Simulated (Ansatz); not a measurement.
# Lu3Zn2Ge: the cost of one run

Computed with Ansatz 0.2.0 (DFT PBE, scalar-relativistic, plane waves, PAW, unless a step's input says otherwise).

### Step 1. Starting point

Symmetry: P6/mmm, No. 191, hexagonal system. Conventional cell: a = 5.868 Å, b = 5.868 Å, c = 4.549 Å, α = 90.00°, β = 90.00°, γ = 120.00°. Lu (site symmetry 6/mmm) has 2 Ge at 2.27 Å as nearest neighbours. Lu (site symmetry -6m2) is surrounded by 2 Zn at 2.27 Å. Zn (site symmetry -6m2) has 2 Lu at 2.27 Å as nearest neighbours. Around Ge (site symmetry 6/mmm) lie 2 Lu at 2.27 Å.

Coordinates:

```
CELL_PARAMETERS angstrom
5.86827 0.00000 0.00000
-2.93413 5.08207 0.00000
0.00000 0.00000 4.54935
ATOMIC_POSITIONS crystal
Lu 0.00000 0.00000 0.50000
Lu 0.33333 0.66667 0.50000
Lu 0.66667 0.33333 0.50000
Zn 0.33333 0.66667 0.00000
Zn 0.66667 0.33333 0.00000
Ge 0.00000 0.00000 0.00000
```

The cell is invented: random cell by space group and Wyckoff sites (P6/mmm, No. 191). The dimensions are guesses.

### Step 2. The guess as it stands, on a coarse mesh

File input.yaml:

```yaml
crystal:
  lattice:
    - [5.86826727, 0.0, 0.0]
    - [-2.93413364, 5.08206854, 0.0]
    - [0.0, 0.0, 4.54934972]
  atoms:
    - { symbol: Lu, position: [0.0, 0.0, 0.5] }
    - { symbol: Lu, position: [0.33333333, 0.66666667, 0.5] }
    - { symbol: Lu, position: [0.66666667, 0.33333333, 0.5] }
    - { symbol: Zn, position: [0.33333333, 0.66666667, 0.0] }
    - { symbol: Zn, position: [0.66666667, 0.33333333, 0.0] }
    - { symbol: Ge, position: [0.0, 0.0, 0.0] }
basis:
  ecutwfc: 420
kpoints:
  mp_grid: { grid: [3, 3, 4] }
hamiltonian:
  xc: pbe
scf:
  occupations: { method: gaussian, width: 0.1 }
  lower_state_search: "off"
output:
  forces: true
  stress: true
  eigenvalues: true
```

On the command line:

```bash
ansatz run input.yaml --threads 1 --pin off --max-ram 2560MiB --backend cpu --events-out ev --progress --plain --runs-dir out
```

What time and memory should one allow on 1 thread of Arm Neoverse V2, shared host?

About 8 s, with a peak of 0.43 GiB.
